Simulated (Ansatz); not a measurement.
**C₃H₄ClIn: an energy map over two coordinates**

How does the energy of C₃H₄ClIn, SMILES C#[C][In]([CH3])[Cl] change over two coordinates at once? A grid of runs gives the map.

Program: Ansatz 0.2.0. Level of theory: RKS PBE0-D4/def2-SVP. These are calculated values, not measurements.

## (1) The starting structure

SMILES `C#[C][In]([CH3])[Cl]`, 9 atoms, charge 0, spin multiplicity 1.

Atoms are counted from 1 here; the program's logs count them from 0.

Bond lengths: C1–C2 1.231 Å, C1–H6 1.083 Å, C2–In3 2.102 Å, In3–C4 2.155 Å, In3–Cl5 2.381 Å, C4–H7 1.106 Å, C4–H8 1.107 Å, C4–H9 1.107 Å. Angles: C2–C1–H6 180.0°, C1–C2–In3 178.8°, C2–In3–C4 131.5°, C2–In3–Cl5 112.1°, C4–In3–Cl5 116.5°, In3–C4–H7 109.2°, In3–C4–H8 108.8°, In3–C4–H9 109.3°, H7–C4–H8 110.0°, H7–C4–H9 110.5°, H8–C4–H9 109.1°.

Geometry (Å):

```xyz
9
C3H4ClIn
C     0.9154    2.8088    0.9501
C     0.6737    1.7386    0.3910
In    0.2273   -0.0700   -0.5836
C    -0.8808   -1.8028    0.0608
Cl    1.1264   -0.1444   -2.7865
H     1.1278    3.7503    1.4419
H    -1.0464   -2.4704   -0.8048
H    -0.2960   -2.3304    0.8391
H    -1.8474   -1.4797    0.4921
```

This geometry comes from a loose relaxation at PBE in a small basis, which is not shown.

## (3) Setting up the map

The axes are (1) umbrella angle at In3 (between each of its bonds and their common axis; 90 is planar): 9 values from 66 to 114 °; (2) change of the bonds In3–C2, In3–C4, In3–Cl5, all alike: 9 values from −0.242 to 0.373 Å.

Nothing else is relaxed (all other coordinates rigid). Energies count from the relaxed molecule at the same level. Points are written as (first, second).

(The set-up runs are not shown.)

## (4) Grid point (90°, −0.011 Å)

input.yaml reads:

```yaml
crystal:
  periodic: [false, false, false]
  atoms:
    - { symbol: C, position_ang: [0.84592, 2.801385, 0.916346] }
    - { symbol: C, position_ang: [0.636089, 1.739639, 0.354323] }
    - { symbol: In, position_ang: [0.256771, -0.081736, -0.57539] }
    - { symbol: C, position_ang: [-0.881093, -1.761585, 0.054002] }
    - { symbol: Cl, position_ang: [1.293876, -0.24296, -2.677884] }
    - { symbol: H, position_ang: [1.035793, 3.741171, 1.405692] }
    - { symbol: H, position_ang: [-1.309167, -2.262143, -0.824503] }
    - { symbol: H, position_ang: [-0.2133, -2.463672, 0.574482] }
    - { symbol: H, position_ang: [-1.679935, -1.450225, 0.740331] }
basis:
  gaussian: { orbitals: def2-SVP }
hamiltonian:
  xc: pbe0
  dispersion: d4
output:
  forces: true
```

Launch:

```bash
$ ansatz run input.yaml --threads 1 --pin off --max-ram 2560MiB --backend cpu --events-out ev --progress --plain --runs-dir out
```

Further runs follow: the other points that were computed.

Before running it: what results should come out? Wanted: lowest point; highest computed point; largest force on an atom.

As calculated:

```
                       quantity                                                                      value
                   lowest point                                             (90°, −0.011 Å), 0.06 kcal/mol
         highest computed point                            (66°, −0.242 Å), 76.0 kcal/mol above the lowest
largest force on an atom (eV/Å)  0.2 at (90°, −0.011 Å) to 7.1 at (66°, −0.242 Å); 0.2 at the lowest point
        time for the whole task                                           9.8 min on 1 thread, shared host
```

The lowest computed point is at (90°, −0.011 Å), 0.06 kcal/mol from the relaxed molecule at the same level. The grid is coarse, so the lowest point of the scanned range may lie between grid points; coordinates that were held can hide deeper minima. No other kind of well shows on this grid. The highest computed point, (66°, −0.242 Å), lies 76.0 kcal/mol above the lowest. Round the minimum the two coordinates are nearly uncoupled.
